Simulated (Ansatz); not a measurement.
What does this script print? It uses the Python package of Ansatz (0.2.0).

The script, `alte.py`:
```python
import ansatz as az
from ase import Atoms
import numpy as np


def main() -> None:
    atoms = Atoms(["Al", "Te"], positions=[
        (0.0, 0.0, 0.0),
        (0.0, 0.0, 2.515),
    ])
    geometry = az.Crystal.molecule_from_ase(atoms)

    job = (
        geometry.calculation()
        .basis(gaussian="def2-SVP")
        .correlation("MP2")
        .spin("collinear", total=1)
    )
    symbols = [site.symbol for site in geometry.cartesian_sites]
    start = np.array([site.position_ang for site in geometry.cartesian_sites], dtype=float)
    def progress(event):
        if event["event"] == "relax_step":
            row = event["data"]
            print(f"step {row['step']:3d}  E = {row['lagrangian_ev']:.6f} eV  max force {row['allowed_force_max_ev_ang']:.4f} eV/A")


    r = job.relax(force_tolerance=0.005, max_steps=100).session().plan().execute(on_event=progress).report
    end = np.array(r["positions_ang"])

    for key in ("converged", "free_energy_ev", "reference_energy_ev", "n_frozen", "n_occupied", "n_virtual"):
        print(f"{key:22s} {r[key]}")

    print("final positions (A) and the move of each atom")
    for symbol, xyz, old in zip(symbols, end, start):
        print(f"{symbol:2s} {xyz[0]:10.5f} {xyz[1]:10.5f} {xyz[2]:10.5f}   {np.linalg.norm(xyz - old):7.4f}")


if __name__ == "__main__":
    main()
```

`python alte.py` gives:
```text
step   1  E = -13850.121349 eV  max force 1.0297 eV/A
step   2  E = -13850.216339 eV  max force 0.1862 eV/A
step   3  E = -13850.219470 eV  max force 0.0044 eV/A
converged              True
free_energy_ev         -13850.21946961412
reference_energy_ev    -13846.5597683304
n_frozen               9
n_occupied             [10, 9]
n_virtual              [25, 26]
final positions (A) and the move of each atom
Al    0.00000    0.00000   -0.09195    0.0919
Te   -0.00000   -0.00000    2.60695    0.0919
```

Total energies depend on the basis set; only differences at equal settings carry meaning. The end point is the stationary point reached from this start; no frequency run checks that it is a minimum, and the basis set is modest. def2 sets replace the cores of elements past krypton by effective core potentials. The species is open-shell (spin multiplicity 2). The spin state was assumed, and another may lie lower. Hardware and time: 12 s on 1 thread of Arm Neoverse V2, with other jobs on the host, peak memory 0.19 GiB.

(Lines on the test bed's own set-up are left out of the output.)
